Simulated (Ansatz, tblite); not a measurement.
# The cluster As₅+: a ladder of methods and basis sets

An exercise on one series of results from a longer session: the logs are not shown, and one member is left open.

Method: as each input shows; program: Ansatz 0.2.0, Gaussian basis.

Levels to be run: GFN1-xTB, GFN2-xTB, PBE-D4/def2-TZVP, r2SCAN-D4/def2-TZVP, LDA/def2-TZVP, BLYP-D4/def2-TZVP, PBE+10HF/def2-SVP, PBE+15HF/def2-SVP, PBE+40HF/def2-SVP, PBE-D4/def2-SVP, PBE0-D4/def2-SVP, HF/STO-3G, CCSD(T)/def2-SVP, MP2/def2-TZVP, RPA/def2-TZVP.

3 further runs of the same task are left out: 3 set aside as unsound or not needed. Runs told in other sessions of the task aren't counted.

### The geometry

The geometry is that of the singlet, from an earlier relaxation (PBE-D4/def2-SVP). At that level it is the lowest of the isomers that a small search found.

5 atoms, charge 1, spin multiplicity 1.

Bond lengths: As1–As2 2.454 Å, As1–As3 2.586 Å, As1–As5 2.455 Å, As2–As4 2.454 Å, As3–As4 2.586 Å, As3–As5 2.586 Å, As4–As5 2.454 Å. Angles: As2–As1–As3 61.7°, As2–As1–As5 90.0°, As3–As1–As5 61.7°, As1–As2–As4 90.0°, As1–As3–As4 84.2°, As1–As3–As5 56.7°, As4–As3–As5 56.7°, As2–As4–As3 61.7°, As2–As4–As5 90.1°, As3–As4–As5 61.7°, As1–As5–As3 61.7°, As1–As5–As4 89.9°, As3–As5–As4 61.7°.

The ion is computed in the gas phase, without counter-ions or solvent.

PBE0-D4/def2-TZVP was run before; its log isn't repeated, and its numbers join the tables.

The first run:

Tight binding, by tblite at 300 K electronic temperature and without a spin-polarisation term:

```python
tblite.interface.Calculator('GFN1-xTB', numbers, positions, charge=1, uhf=0).singlepoint()
```

Tight binding, by tblite at 300 K electronic temperature and without a spin-polarisation term:

```python
tblite.interface.Calculator('GFN2-xTB', numbers, positions, charge=1, uhf=0).singlepoint()
```

start.molden holds the orbitals of an earlier run on this state, given as this run's starting guess.

File in.yaml:

```yaml
crystal:
  periodic: [false, false, false]
  atoms:
    - {symbol: As, position_ang: [0.247214, -0.895633, 1.514193]}
    - {symbol: As, position_ang: [1.132100, 1.216650, 0.632151]}
    - {symbol: As, position_ang: [-1.363342, 0.665661, 0.227903]}
    - {symbol: As, position_ang: [0.435183, 0.562651, -1.628002]}
    - {symbol: As, position_ang: [-0.451145, -1.549338, -0.746235]}
basis:
  gaussian: {orbitals: def2-TZVP, initial_orbitals: start.molden}
total_charge: 1
hamiltonian: {xc: pbe, dispersion: d4}
scf: {omitted_lower_state_checks: [starts]}
output: {orbitals: {seedname: orbitals}}
```

Run with:

```
$ ansatz run in.yaml --threads 4 --pin off --events-out ev --progress --plain --max-ram 4787MiB
```

Among the steps run: PBE-D4/def2-TZVP; r2SCAN-D4/def2-TZVP; LDA/def2-TZVP; BLYP-D4/def2-TZVP; PBE+10HF/def2-SVP; PBE+15HF/def2-SVP; PBE+40HF/def2-SVP; PBE-D4/def2-SVP; PBE0-D4/def2-SVP; HF/STO-3G; CCSD(T)/def2-SVP; MP2/def2-TZVP; RPA/def2-TZVP.

One table of the session follows, with a row left open; its other results are not shown here.

```
              level  HOMO (eV)  LUMO (eV)  gap (eV)
          HF/STO-3G     -11.96      -2.56      9.40
      LDA/def2-TZVP     -10.90      -8.60      2.30
    PBE-D4/def2-SVP     -10.79      -8.44      2.36
   PBE-D4/def2-TZVP     -10.70      -8.37      2.33
  BLYP-D4/def2-TZVP     -10.49      -8.18      2.31
r2SCAN-D4/def2-TZVP     -10.98      -8.44      2.54
   PBE0-D4/def2-SVP     -11.76      -7.83      3.93
  PBE0-D4/def2-TZVP          ?          ?         ?
  PBE+10HF/def2-SVP     -11.18      -8.19      2.98
  PBE+15HF/def2-SVP     -11.37      -8.07      3.30
  PBE+40HF/def2-SVP     -12.35      -7.46      4.89
```

**Question.** Estimate the row for PBE0-D4/def2-TZVP.

**Answer.** HOMO (eV): -11.64; LUMO (eV): -7.73; gap (eV): 3.91. In the column «HOMO (eV)» it lies between PBE0-D4/def2-SVP (-11.76) and PBE+15HF/def2-SVP (-11.37).
